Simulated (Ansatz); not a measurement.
# C₂H₇BS: an energy map over bond length B1–C2 and dihedral H5–B1–C2–C3, part 2 of 2

A grid of calculations on C₂H₇BS, SMILES BCCS, to see where the energy is lowest and how it rises around there.

Ansatz 0.2.0; RHF/def2-TZVP. Earlier steps stand in the parts before.

## Step 5: Grid point bond length B1–C2 = 1.913 Å, dihedral H5–B1–C2–C3 = 120°

input.yaml reads:

```yaml
crystal:
  periodic: [false, false, false]
  atoms:
    - { symbol: B, position_ang: [-0.743656, 1.614018, 0.103377] }
    - { symbol: C, position_ang: [0.040577, 0.014302, -0.59337] }
    - { symbol: C, position_ang: [1.526781, -0.185459, -0.318324] }
    - { symbol: S, position_ang: [2.261633, -1.660688, -1.086896] }
    - { symbol: H, position_ang: [-1.243398, 2.394239, -0.646125] }
    - { symbol: H, position_ang: [-0.746317, 1.866045, 1.269603] }
    - { symbol: H, position_ang: [-0.147751, -0.002159, -1.667518] }
    - { symbol: H, position_ang: [-0.532946, -0.831164, -0.211102] }
    - { symbol: H, position_ang: [2.101993, 0.638156, -0.723048] }
    - { symbol: H, position_ang: [1.723735, -0.212724, 0.744857] }
    - { symbol: H, position_ang: [1.534675, -2.580013, -0.46234] }
basis:
  gaussian: { orbitals: def2-TZVP }
hamiltonian:
  xc: hf
output:
  forces: true
```

Run with:

```sh
$ ansatz run input.yaml --threads 1 --pin off --max-ram 2560MiB --backend cpu --events-out ev --progress --plain --runs-dir out
```

The program printed:

```text
Warning: RAYON_NUM_THREADS=1 ignored (pool sized by the plan → 1); use --threads N
Engine: ansatz 0.2.0, aarch64-unknown-linux-gnu
Functional definition: HF
  exchange = exact_x
  correlation = 0
1321 factors; their error is unknown
mean field evaluation 1: about -13657.7151 eV, gradient 2.9e1 eV
mean field evaluation 2: about -13659.9929 eV, gradient 1.3e1 eV
mean field evaluation 4: about -13660.4860 eV, gradient 7.0e-1 eV
mean field evaluation 8: about -13660.6102 eV, gradient 4.3e-1 eV
mean field -13660.61040452 eV, -502.0181728719 hartree, gradient 1.1e-5 eV, S^2 0.000000; 0 other end points of the search recorded, 0 dependent functions left out
the calculation of the forces begins
reference -13660.61040452 eV, -502.0181728719 hartree; 20, 20 occupied and 152, 152 virtual orbitals, 1321 factors
Total energy: -13660.61040452 eV, -502.0181728719 hartree
Atom 0 at    -0.743656     1.614018     0.103377 Å, force     1.569678    -2.773723    -1.191876 eV/Å
Atom 1 at     0.040577     0.014302    -0.593370 Å, force    -1.746076     2.404993     0.610410 eV/Å
Atom 2 at     1.526781    -0.185459    -0.318324 Å, force    -0.180138     0.389100     0.285664 eV/Å
Atom 3 at     2.261633    -1.660688    -1.086896 Å, force    -0.073605     0.004522    -0.026247 eV/Å
Atom 4 at    -1.243398     2.394239    -0.646125 Å, force     0.048771    -0.218088    -0.057504 eV/Å
Atom 5 at    -0.746317     1.866045     1.269603 Å, force     0.116586    -0.255949    -0.095112 eV/Å
Atom 6 at    -0.147751    -0.002159    -1.667518 Å, force     0.135299     0.253721     0.227702 eV/Å
Atom 7 at    -0.532946    -0.831164    -0.211102 Å, force     0.063974     0.247838     0.273198 eV/Å
Atom 8 at     2.101993     0.638156    -0.723048 Å, force     0.041421    -0.031956    -0.026257 eV/Å
Atom 9 at     1.723735    -0.212724     0.744857 Å, force     0.018868    -0.024675    -0.006474 eV/Å
Atom 10 at     1.534675    -2.580013    -0.462340 Å, force     0.005221     0.004217     0.006496 eV/Å
Dipole moment:    -0.274439     0.182671     0.219236 e Å
```

Run time: 4.1 s. Hardware: 1 thread of Arm Neoverse V1, shared host; peak memory 0.35 GiB.

On the map this point reads 90 kJ/mol.

## Step 6: Grid point bond length B1–C2 = 1.735 Å, dihedral H5–B1–C2–C3 = −120°

input.yaml reads:

```yaml
crystal:
  periodic: [false, false, false]
  atoms:
    - { symbol: B, position_ang: [-0.743656, 1.614018, 0.103377] }
    - { symbol: C, position_ang: [-0.032394, 0.163151, -0.52854] }
    - { symbol: C, position_ang: [-0.621921, -1.151513, -0.030065] }
    - { symbol: S, position_ang: [0.217907, -2.64924, -0.628824] }
    - { symbol: H, position_ang: [-1.243398, 2.394239, -0.646125] }
    - { symbol: H, position_ang: [-0.746317, 1.866045, 1.269603] }
    - { symbol: H, position_ang: [1.036037, 0.20098, -0.312773] }
    - { symbol: H, position_ang: [-0.084587, 0.213793, -1.616924] }
    - { symbol: H, position_ang: [-0.544511, -1.217836, 1.048184] }
    - { symbol: H, position_ang: [-1.6734, -1.221617, -0.273716] }
    - { symbol: H, position_ang: [-0.011292, -2.487174, -1.926861] }
basis:
  gaussian: { orbitals: def2-TZVP }
hamiltonian:
  xc: hf
output:
  forces: true
```

Run with:

```sh
$ ansatz run input.yaml --threads 1 --pin off --max-ram 2560MiB --backend cpu --events-out ev --progress --plain --runs-dir out
```

The program printed:

```text
Warning: RAYON_NUM_THREADS=1 ignored (pool sized by the plan → 1); use --threads N
[... 4 set-up lines as earlier in the session ...]
1321 factors; their error is unknown
mean field evaluation 1: about -13658.4328 eV, gradient 2.8e1 eV
mean field evaluation 2: about -13660.6602 eV, gradient 1.2e1 eV
mean field evaluation 4: about -13661.0918 eV, gradient 7.0e-1 eV
mean field evaluation 8: about -13661.2165 eV, gradient 4.3e-1 eV
mean field -13661.21671230 eV, -502.0404542719 hartree, gradient 1.1e-5 eV, S^2 0.000000; 0 other end points of the search recorded, 0 dependent functions left out
the calculation of the forces begins
reference -13661.21671230 eV, -502.0404542719 hartree; 20, 20 occupied and 152, 152 virtual orbitals, 1321 factors
Total energy: -13661.21671230 eV, -502.0404542719 hartree
Atom 0 at    -0.743656     1.614018     0.103377 Å, force     0.833473    -2.082162    -0.830405 eV/Å
Atom 1 at    -0.032394     0.163151    -0.528540 Å, force    -0.601897     2.179778     0.275257 eV/Å
Atom 2 at    -0.621921    -1.151513    -0.030065 Å, force    -0.083357     0.216425     0.212919 eV/Å
Atom 3 at     0.217907    -2.649240    -0.628824 Å, force    -0.000133     0.052626    -0.023850 eV/Å
Atom 4 at    -1.243398     2.394239    -0.646125 Å, force     0.083675    -0.029783     0.005305 eV/Å
Atom 5 at    -0.746317     1.866045     1.269603 Å, force     0.065249    -0.172403    -0.049692 eV/Å
Atom 6 at     1.036037     0.200980    -0.312773 Å, force    -0.121387    -0.006066     0.244059 eV/Å
Atom 7 at    -0.084587     0.213793    -1.616924 Å, force    -0.177501    -0.092614     0.174704 eV/Å
Atom 8 at    -0.544511    -1.217836     1.048184 Å, force     0.005949    -0.023682     0.009382 eV/Å
Atom 9 at    -1.673400    -1.221617    -0.273716 Å, force    -0.001875    -0.041121    -0.022227 eV/Å
Atom 10 at    -0.011292    -2.487174    -1.926861 Å, force    -0.002195    -0.000997     0.004549 eV/Å
Dipole moment:    -0.147776     0.301506    -0.063712 e Å
```

Wall time 4.2 s (1 thread of Arm Neoverse V1, shared host); peak memory 0.35 GiB.

Energy on the map's scale: 31 kJ/mol.

## Step 7: The map

156 points were computed. Energies in kJ/mol, from the relaxed molecule at the same level:

```tsv
dihedral H5–B1–C2–C3 (°) ↓, bond length B1–C2 (Å) →	1.289	1.378	1.467	1.556	1.646	1.735	1.824	1.913	2.002	2.091	2.180	2.269	2.358
150	165	69	21	4	9	27	55	87	122	159	196	233	269
120	177	79	29	11	14	32	58	90	125	161	198	234	270
90	182	83	32	14	17	34	60	91	126	162	198	235	270
60	175	78	28	10	14	31	58	90	125	161	198	234	270
30	164	68	20	4	9	27	55	87	122	159	196	233	269
0	159	64	17	1	7	26	53	86	122	159	196	233	268
−30	165	69	21	5	9	28	55	87	123	160	197	233	269
−60	176	79	29	11	14	32	58	90	125	161	198	234	270
−90	182	83	33	14	17	34	60	91	126	162	198	235	270
−120	176	78	28	10	14	31	58	90	124	161	198	234	270
−150	164	68	20	4	8	27	54	87	122	159	196	233	269
−180	158	63	16	0	6	25	53	85	121	158	195	232	268
```

The dipole moment (D) at each point:

```tsv
dihedral H5–B1–C2–C3 (°) ↓, bond length B1–C2 (Å) →	1.289	1.378	1.467	1.556	1.646	1.735	1.824	1.913	2.002	2.091	2.180	2.269	2.358
150	1.10	1.20	1.33	1.46	1.60	1.72	1.83	1.93	2.02	2.09	2.15	2.20	2.25
120	0.99	1.10	1.24	1.39	1.54	1.68	1.80	1.90	1.99	2.07	2.13	2.19	2.24
90	0.89	1.02	1.18	1.34	1.50	1.65	1.77	1.88	1.97	2.05	2.12	2.18	2.22
60	0.89	1.03	1.20	1.36	1.52	1.66	1.78	1.89	1.98	2.06	2.12	2.18	2.22
30	1.01	1.14	1.29	1.44	1.58	1.71	1.82	1.92	2.00	2.08	2.14	2.19	2.23
0	1.12	1.23	1.36	1.49	1.62	1.74	1.84	1.94	2.02	2.09	2.15	2.20	2.24
−30	1.09	1.19	1.32	1.46	1.59	1.71	1.83	1.92	2.01	2.08	2.14	2.20	2.24
−60	0.96	1.07	1.22	1.37	1.52	1.66	1.78	1.89	1.98	2.06	2.13	2.18	2.23
−90	0.84	0.97	1.14	1.31	1.48	1.63	1.75	1.87	1.96	2.04	2.11	2.17	2.22
−120	0.84	0.99	1.16	1.34	1.50	1.64	1.77	1.88	1.97	2.05	2.12	2.18	2.23
−150	0.98	1.12	1.27	1.42	1.56	1.70	1.81	1.91	2.00	2.08	2.14	2.19	2.24
−180	1.10	1.22	1.35	1.48	1.61	1.73	1.84	1.94	2.02	2.09	2.16	2.21	2.25
```

On the same grid, largest force on an atom (eV/Å):

```
dihedral H5–B1–C2–C3 (°) ↓, bond length B1–C2 (Å) →  1.289  1.378  1.467  1.556  1.646  1.735  1.824  1.913  2.002  2.091  2.180  2.269  2.358
                                                150   14.0    7.5    3.3    0.8    1.4    2.5    3.1    3.5    3.6    3.6    3.5    3.3    3.1
                                                120   14.2    7.7    3.5    1.1    1.4    2.4    3.1    3.4    3.5    3.5    3.4    3.3    3.1
                                                 90   14.3    7.8    3.6    1.3    1.5    2.4    3.0    3.4    3.5    3.5    3.4    3.3    3.1
                                                 60   14.2    7.7    3.5    1.2    1.5    2.4    3.1    3.4    3.6    3.5    3.4    3.3    3.1
                                                 30   14.0    7.5    3.3    0.8    1.4    2.5    3.1    3.5    3.6    3.6    3.5    3.3    3.1
                                                  0   13.9    7.4    3.2    0.5    1.4    2.5    3.2    3.5    3.6    3.6    3.5    3.3    3.1
                                                −30   14.0    7.5    3.3    0.9    1.5    2.5    3.1    3.5    3.6    3.6    3.5    3.3    3.1
                                                −60   14.2    7.7    3.6    1.3    1.6    2.4    3.1    3.4    3.5    3.5    3.4    3.3    3.1
                                                −90   14.3    7.8    3.6    1.3    1.5    2.4    3.0    3.4    3.5    3.5    3.4    3.3    3.1
                                               −120   14.2    7.7    3.5    1.0    1.4    2.4    3.1    3.4    3.5    3.5    3.4    3.3    3.1
                                               −150   14.0    7.5    3.3    0.7    1.4    2.5    3.1    3.5    3.6    3.6    3.5    3.3    3.1
                                               −180   13.9    7.4    3.2    0.4    1.4    2.5    3.2    3.5    3.6    3.6    3.5    3.3    3.1
```

Energy (kJ/mol) at eleven even steps along the easiest path on the interpolated surface, from bond length B1–C2 = 1.556 Å, dihedral H5–B1–C2–C3 = −180°: 0, 1, 5, 8, 12, 13, 12, 8, 5, 2, 1.

## Step 8: Results

What follows sums up all 2 parts.

| quantity | value |
| --- | --- |
| lowest point | bond length B1–C2 = 1.556 Å, dihedral H5–B1–C2–C3 = −180°, 0.33 kJ/mol |
| highest computed point | bond length B1–C2 = 2.358 Å, dihedral H5–B1–C2–C3 = −90°, 270 kJ/mol above the lowest |
| dipole moment (D) | 0.84 at bond length B1–C2 = 1.289 Å, dihedral H5–B1–C2–C3 = −120° to 2.25 at bond length B1–C2 = 2.358 Å, dihedral H5–B1–C2–C3 = −180°; 1.48 at the lowest point |
| largest force on an atom (eV/Å) | 0.4 at bond length B1–C2 = 1.556 Å, dihedral H5–B1–C2–C3 = −180° to 14.3 at bond length B1–C2 = 1.289 Å, dihedral H5–B1–C2–C3 = −90°; 0.4 at the lowest point |
| time for the whole task | 12 min on 1 thread, shared host |

In words: The lowest computed point is at bond length B1–C2 = 1.556 Å, dihedral H5–B1–C2–C3 = −180°, 0.33 kJ/mol from the relaxed molecule at the same level; the map holds 2 wells of about this depth. The grid is coarse, so the lowest point of the scanned range may lie between grid points; coordinates that were held can hide deeper minima. The grid shows no other well, apart from its symmetry copies. The highest computed point, bond length B1–C2 = 2.358 Å, dihedral H5–B1–C2–C3 = −90°, lies 270 kJ/mol above the lowest. On the interpolated surface the easiest way out of the lowest well to the well at bond length B1–C2 = 1.556 Å, dihedral H5–B1–C2–C3 = 0° passes a barrier of about 13 kJ/mol. Round the minimum the two coordinates are nearly uncoupled.
